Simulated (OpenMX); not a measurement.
Crystal: HPbNO4.

```xyz
7
Lattice="3.8571 0.0018 -0.0366 0.1735 4.3344 -0.0165 0.7580 0.8387 5.8766" Properties=species:S:1:pos:R:3 pbc="T T T"
H     2.6784    4.0493    1.1289
Pb    3.2640    2.7055    5.3570
N     3.1776    1.4531    2.9117
O     1.3252    2.6900    4.5562
O     2.9731    4.6255    2.8902
O     2.3661    4.0462    0.1903
O     3.3249    2.1006    1.8421
```

The cell was built by a generator and needn't be a form met in nature.

Base run:

```yaml
Program: OpenMX 3.8.5
Functional: PBE
Potentials_or_basis: OpenMX 2013 PBE set, H6.0-s2p1, Pb8.0-s3p2d2f1, N6.0-s2p2d1, O6.0-s2p2d1, grid cutoff 500 Ry
k_mesh: 5 × 5 × 5
Occupations: fermi-dirac, width 0.05 eV
Spin: non-collinear spin, zero start, spin-orbit coupling
Starting_moments: "[[0.0, 0.0, 0.0], [0.0, 0.0, 0.0], [0.0, 0.0, 0.0], [0.0, 0.0, 0.0], [0.0, 0.0, 0.0], [0.0, 0.0, 0.0], [0.0, 0.0, 0.0]] μB"
```

Its results: band gap on the k mesh 0.40 eV, indirect (least direct gap 0.69 eV); net moment 0.00 μB per cell; largest force 1.835 eV/Å.

Q: The run is repeated on the same cell with these changes: k mesh from 5 × 5 × 5 to 5 × 5 × 3. What comes out?

A: Band gap on the k mesh 0.57 eV, indirect (least direct gap 0.88 eV); net moment 0.00 μB per cell; largest force 1.834 eV/Å.

Caveats: total energies with and without spin-orbit coupling shouldn't be compared in this program; the mesh misses the band edges, which the band path finds closer together; the basis of atomic orbitals isn't converged, which shifts pressures, moduli and gaps; forces of over 1 eV/Å show positions far from the minimum, so gaps and moduli don't describe the material at rest.

Not every run made on this cell is shown here.
